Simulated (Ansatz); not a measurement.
# AlAsH2+ (doublet): from Hartree-Fock to the top rungs, cc-pVTZ

The task here is to estimate one member of a computed series from the others.

Computed with Ansatz 0.2.0, Gaussian basis. Level: cc-pVTZ, core rule «outside noble gas», up to 19 orbitals frozen.

The runs, in order: UHF; CCSD(T) on ROHF; CCSD(T) on UHF; BCCD(T) on ROHF; CCSDT(Q) on ROHF; CCSDT(Q) on UHF.

8 further runs of the same task are left out: 6 for a known fault of the program, 2 set aside as unsound or not needed.

**The geometry**

The geometry is a PBE0/def2-TZVP stationary point (not a proven minimum) of the parent state, kept for this charge and spin. No spin-orbit coupling is included. The filled d shell of As may be among the frozen orbitals whatever the setting's name suggests; the logs give the count.

4 atoms, charge 1, spin multiplicity 2.

Atoms are counted from 1 here; the program's logs count them from 0.

Bond lengths: Al1–As2 2.523 Å, As2–H3 1.535 Å, As2–H4 1.535 Å. Angles: Al1–As2–H3 80.9°, Al1–As2–H4 80.9°, H3–As2–H4 90.2°.

The first run:

File in.yaml:

```yaml
crystal:
  periodic: [false, false, false]
  atoms:
    - {symbol: Al, position_ang: [-0.010266, 0.000001, 1.863024]}
    - {symbol: As, position_ang: [0.031352, 0.000000, -0.659252]}
    - {symbol: H, position_ang: [-1.027816, -1.087510, -0.434086]}
    - {symbol: H, position_ang: [-1.027822, 1.087503, -0.434087]}
basis:
  gaussian: {orbitals: cc-pVTZ}
total_charge: 1
magnetization: {spin_polarized: true, initial_magnetization: 1}
hamiltonian: {xc: hf}
output: {orbitals: {seedname: orbitals}}
```

The run is started by

```console
ansatz run in.yaml --threads 1 --pin off --events-out ev --progress --plain --max-ram 4096MiB --backend cpu
```

Steps of the session up to this table: UHF; CCSD(T) on ROHF; CCSD(T) on UHF; BCCD(T) on ROHF; CCSDT(Q) on ROHF; CCSDT(Q) on UHF.

One of the session's tables, all rows but one given; the rest of the session is left out.

| method | from UCCSDT(Q) (kJ/mol) |
| --- | --- |
| ROHF | +576.7 |
| UHF | +552.5 |
| RMP2 | ? |
| UMP2 | +110.7 |
| RCCSD | +27.4 |
| UCCSD | +25.8 |
| RCCSD(T) | +4.2 |
| UCCSD(T) | +4.3 |
| BCCD(T) | +4.3 |
| RCCSDT | +1.5 |
| UCCSDT | +1.2 |
| RCCSDT(Q) | +0.3 |
| UCCSDT(Q) | 0 |

**Question.** Estimate the row for RMP2.

As computed: from UCCSDT(Q) (kJ/mol): +105.3. In the column «from UCCSDT(Q) (kJ/mol)» it lies between RCCSD (+27.4) and UMP2 (+110.7).

To keep in mind: Restricted and unrestricted rows rest on different reference determinants; where their highest levels disagree by more than a few hundredths of an eV, they describe different states and don't form one ladder.
